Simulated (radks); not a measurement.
# Ionising cadmium step by step, Cd²⁴⁺ to Cd⁴⁷⁺

One table from this session's results is given with a row withheld; the runs are named, their logs left out.

The numbers are computed with radks (a radial shooting solver on a logarithmic mesh, Libxc functionals) version 1 (Dirac Kohn-Sham, relativistic LDA (MacDonald-Vosko exchange, VWN5 correlation), spin-unpolarised, spherical densities, finite nucleus; open shells fill j = l - 1/2 first), except any that are marked as measured or tabulated.

## The system

| Property | Result |
| --- | --- |
| element | cadmium (Z = 48) |
| charges | 24 to 47 |
| first configuration | [Ar] 3d6 |
| last configuration | 1s1 |

The first run:

Settings of this run:

```text
Z 48
configuration [Ar] 3d6
relativity Dirac
functional lda_x_rel,vwn5
spin unpolarised
j_filling energy
nucleus finite rms 4.6087 fm
c 137.035999084
```

Steps of the session up to this table: Cd²⁴⁺, [Ar] 3d6.

One of the session's tables, all rows but one given; the rest of the session is left out.

It belongs to the step «Cd²⁴⁺, [Ar] 3d6». Radial moments (bohr):

| level | <r> | outermost maximum (interpolated) | 90 % within | nodes |
| --- | --- | --- | --- | --- |
| 2s1/2 | ? | ? | ? | ? |
| 2p1/2 | 0.1110 | 0.0860 | 0.182 | 0 |
| 2p3/2 | 0.1161 | 0.0903 | 0.188 | 0 |
| 3s1/2 | 0.3425 | 0.316 | 0.501 | 2 |
| 3p1/2 | 0.3305 | 0.301 | 0.494 | 1 |
| 3p3/2 | 0.3397 | 0.310 | 0.506 | 1 |
| 3d3/2 | 0.3043 | 0.250 | 0.473 | 0 |
| 3d5/2 | 0.3071 | 0.252 | 0.476 | 0 |

Estimate the missing values for 2s1/2.

**Answer.** <r>: 0.1312; outermost maximum (interpolated): 0.112; 90 % within: 0.203; nodes: 1. In the column «<r>» it lies between 2p3/2 (0.1161) and 3d3/2 (0.3043).

Limits of these values: Spin polarisation and multiplet splitting are left out, so open shells lie too high by an amount that depends on their filling.
